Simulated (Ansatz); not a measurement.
# C₃H₁₀FNSn: a ladder of functionals

The task here is to estimate one member of a computed series from the others.

Computed with Ansatz 0.2.0, Gaussian basis. Level: functionals in def2-TZVPP, the program's frozen cores in correlated methods.

Levels to be run: LDA (SPW92), PBE-D4, revPBE-D4, BLYP-D4, r2SCAN-D4, B97M-V, PBE0-D4, B3LYP-D4, r2SCANh-D4, r2SCAN0-D4, HSE06-D4, BHLYP-D4, CAM-B3LYP-D4, LC-ωPBE, ωB97X-V, ωB97M-V, B2PLYP, PBE-QIDH; MP2/def2-TZVPP; RPA on PBE.

3 further runs of the same task are left out: 3 that didn't finish.

## The relaxed structure

An earlier PBE0-D4 in a triple-zeta def2 set relaxation fixed the geometry. Sn takes the def2 core potential; no spin-orbit term is included.

SMILES `C[N](C)[SnH]([CH3])[F]`, 16 atoms, charge 0, spin multiplicity 1.

Atoms are counted from 1 here; the program's logs count them from 0.

Bond lengths: C1–N2 1.442 Å, C1–H7 1.093 Å, C1–H8 1.099 Å, C1–H9 1.101 Å, N2–C3 1.442 Å, N2–Sn4 2.002 Å, C3–H10 1.099 Å, C3–H11 1.101 Å, C3–H12 1.093 Å, Sn4–C5 2.119 Å, Sn4–F6 1.943 Å, Sn4–H13 1.703 Å, C5–H14 1.090 Å, C5–H15 1.090 Å, C5–H16 1.089 Å. Angles: N2–C1–H7 111.0°, N2–C1–H8 110.3°, N2–C1–H9 113.1°, H7–C1–H8 107.2°, H7–C1–H9 107.7°, H8–C1–H9 107.3°, C1–N2–C3 112.9°, C1–N2–Sn4 120.2°, C3–N2–Sn4 120.1°, N2–C3–H10 110.3°, N2–C3–H11 113.0°, N2–C3–H12 110.9°, H10–C3–H11 107.3°, H10–C3–H12 107.4°, H11–C3–H12 107.7°, N2–Sn4–C5 110.4°, N2–Sn4–F6 108.7°, N2–Sn4–H13 108.0° and more.

Set-up of the first run:

File in.yaml:

```yaml
crystal:
  periodic: [false, false, false]
  atoms:
    - {symbol: C, position_ang: [0.430927, 1.465634, 0.656132]}
    - {symbol: N, position_ang: [0.595086, 0.034637, 0.583935]}
    - {symbol: C, position_ang: [1.139221, -0.529260, 1.794981]}
    - {symbol: Sn, position_ang: [-0.608674, -1.060920, -0.581837]}
    - {symbol: C, position_ang: [-1.019158, -0.035518, -2.390360]}
    - {symbol: F, position_ang: [-2.344142, -1.207293, 0.278670]}
    - {symbol: H, position_ang: [0.043508, 1.863881, -0.285333]}
    - {symbol: H, position_ang: [1.398931, 1.951405, 0.840741]}
    - {symbol: H, position_ang: [-0.252107, 1.781301, 1.459972]}
    - {symbol: H, position_ang: [2.126669, -0.096526, 2.006571]}
    - {symbol: H, position_ang: [0.505623, -0.347820, 2.676824]}
    - {symbol: H, position_ang: [1.271211, -1.609953, 1.696418]}
    - {symbol: H, position_ang: [-0.019977, -2.658554, -0.592149]}
    - {symbol: H, position_ang: [-0.093697, 0.327597, -2.837082]}
    - {symbol: H, position_ang: [-1.677420, 0.806053, -2.175793]}
    - {symbol: H, position_ang: [-1.518901, -0.707363, -3.087390]}
basis:
  gaussian: {orbitals: def2-TZVPP}
hamiltonian: {xc: lda}
output: {orbitals: {seedname: orbitals}}
```

Steps of the session up to this table: LDA; PBE-D4 (GGA); revPBE-D4 (GGA); BLYP-D4 (GGA); r2SCAN-D4 (meta-GGA); B97M-V (meta-GGA); PBE0-D4 (hybrid); B3LYP-D4 (hybrid); r2SCANh-D4 (hybrid); r2SCAN0-D4 (hybrid); HSE06-D4 (hybrid); BHLYP-D4 (hybrid); CAM-B3LYP-D4 (range-separated); LC-ωPBE (range-separated); ωB97X-V (range-separated); ωB97M-V (range-separated); B2PLYP (double hybrid); PBE-QIDH (double hybrid).

One table of the session follows, with a row left open; its other results are not shown here.

It belongs to the step «Frontier levels by functional». 

| functional | HOMO (eV) | gap (eV) |
| --- | --- | --- |
| LDA (SPW92) | -5.16 | 4.00 |
| PBE-D4 | ? | ? |
| revPBE-D4 | -4.97 | 4.15 |
| BLYP-D4 | -4.93 | 4.03 |
| r2SCAN-D4 | -5.25 | 4.68 |
| B97M-V | -5.40 | 4.67 |
| PBE0-D4 | -6.33 | 6.37 |
| B3LYP-D4 | -6.13 | 5.83 |
| r2SCANh-D4 | -5.74 | 5.52 |
| r2SCAN0-D4 | -6.49 | 6.77 |
| HSE06-D4 | -5.92 | 5.59 |
| BHLYP-D4 | -7.60 | 8.46 |
| CAM-B3LYP-D4 | -7.71 | 8.66 |
| LC-ωPBE | -9.03 | 11.23 |
| ωB97X-V | -8.71 | 10.74 |
| ωB97M-V | -8.64 | 10.29 |

Q: Estimate the row for PBE-D4 from the others.

As computed: HOMO (eV): -5.02; gap (eV): 4.11. In the column «HOMO (eV)» it lies between LDA (SPW92) (-5.16) and revPBE-D4 (-4.97).
